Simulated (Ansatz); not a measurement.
This script makes an equation of state with a fit of TaOs₃, space group Pm-3m with the Python package of Ansatz (0.2.0).

`eos_taos3.py`:
```python
"""Energy against volume for TaOs3, with a fit."""

import ansatz as az
import numpy as np

config = {
    "xc": "r2scan",
    "vdw": "d4",
    "cutoff_ev": 450,
    "filling": "cold",
    "beta": 0.2,
    "max_iterations": 60,
    "extra_bands": 12,
    "mesh": (6, 6, 6),
}

vectors0 = np.array([
    [3.914972, 0.0, 0.0],
    [0.0, 3.914972, 0.0],
    [0.0, 0.0, 3.914972],
])
sites = [
    ("Ta", (0.0, 0.0, 0.0)),
    ("Os", (0.0, 0.5, 0.5)),
    ("Os", (0.5, 0.0, 0.5)),
    ("Os", (0.5, 0.5, 0.0)),
]


def build(cell):
    crystal = az.Crystal(lattice=az.Lattice.of(cell))
    for symbol, position in sites:
        crystal = crystal.atom(symbol, position)
    return crystal


def main() -> None:
    # scale the volume, keep shape and fractions
    volumes, energies, pressures = [], [], []
    for scale in np.linspace(0.95, 1.07, 5):
        cell = vectors0 * scale ** (1 / 3)
        calc = (
            build(cell).calculation()
            .functional(config["xc"], dispersion=config["vdw"])
            .basis(config["cutoff_ev"])
            .accuracy("medium")
            .occupations(config["filling"])
            .mixing("anderson", ndim=6, beta=config["beta"])
            .scf(max_iterations=config["max_iterations"], extra_bands=config["extra_bands"])
            .kpoints(*config["mesh"])
            .stress()
        )
        summary = calc.run(threads=1).report
        volumes.append(abs(np.linalg.det(cell)) / len(sites))
        energies.append(summary["free_energy_ev"] / len(sites))
        pressures.append(np.trace(summary["stress_gpa"]) / 3)
        print(f"V = {volumes[-1]:8.4f} A^3/atom  F = {energies[-1]:.5f} eV/atom  P = {pressures[-1]:8.3f} GPa")

    # third-order Birch-Murnaghan: a cubic in V^(-2/3)
    x = np.array(volumes) ** (-2 / 3)
    poly = np.polynomial.Polynomial.fit(x, energies, 3).convert()
    roots = poly.deriv().roots()
    x0 = min((r.real for r in roots if abs(r.imag) < 1e-9 and poly.deriv(2)(r.real) > 0), key=lambda r: abs(r - x.mean()))
    v0 = x0 ** -1.5
    b0 = 4 / 9 * poly.deriv(2)(x0) * v0 ** (-7 / 3) * 160.21766
    b1 = 4 + 2 / 3 * x0 * poly.deriv(3)(x0) / poly.deriv(2)(x0)
    print(f"V0 = {v0:.4f} A^3/atom, B0 = {b0:.1f} GPa, dB/dP = {b1:.2f}")


if __name__ == "__main__":
    main()
```

Its results, one of them left out:

| V (Å³/atom) | F less the lowest row shown (meV/atom) |
| --- | --- |
| 14.251 | 25.23 |
| 14.701 | 0.00 |
| 15.151 | 7.18 |
| 15.601 | 41.77 |
| 16.051 | ? |

What is the missing energy at 16.051 Å³ an atom?

A third-order Birch-Murnaghan fit, E = E0 + (9 V0 B0 / 16) [(t - 1)³ B' + (t - 1)² (6 - 4t)] with t = (V0/V)^(2/3), through the 4 rows shown gives V0 = 14.817 Å³, B0 = 363.0 GPa, B' = 4.53 and E0 = -1.03 meV. At V = 16.051 Å³, t = 0.94804, and the fit extrapolates to 99.54 meV. The run gave 99.47 meV, a miss of 0.07 meV.

Notes:
- These settings explore the input space; cutoff and mesh may be short of convergence.
- The cutoff lies under the one recommended for these potentials.
- The run is spin-unpolarised.
- Dispersion corrections can be off by several per cent in the lattices of metals, and by several GPa in the pressure at a fixed cell.
- For a metal this k-point mesh is coarse: on a finer one energies can move by several to tens of meV an atom and pressures by half a GPa or more, differences at one mesh by less.
- Pressure is positive in compression.
- Spin-orbit coupling, which matters for elements this heavy, is left out.
- This cell is a computed structure, which may not be the phase found in nature.
- It ran for 28 s on 1 thread of Intel(R) Xeon(R) Processor @ 2.30GHz (shared host), peak memory 0.67 GiB.
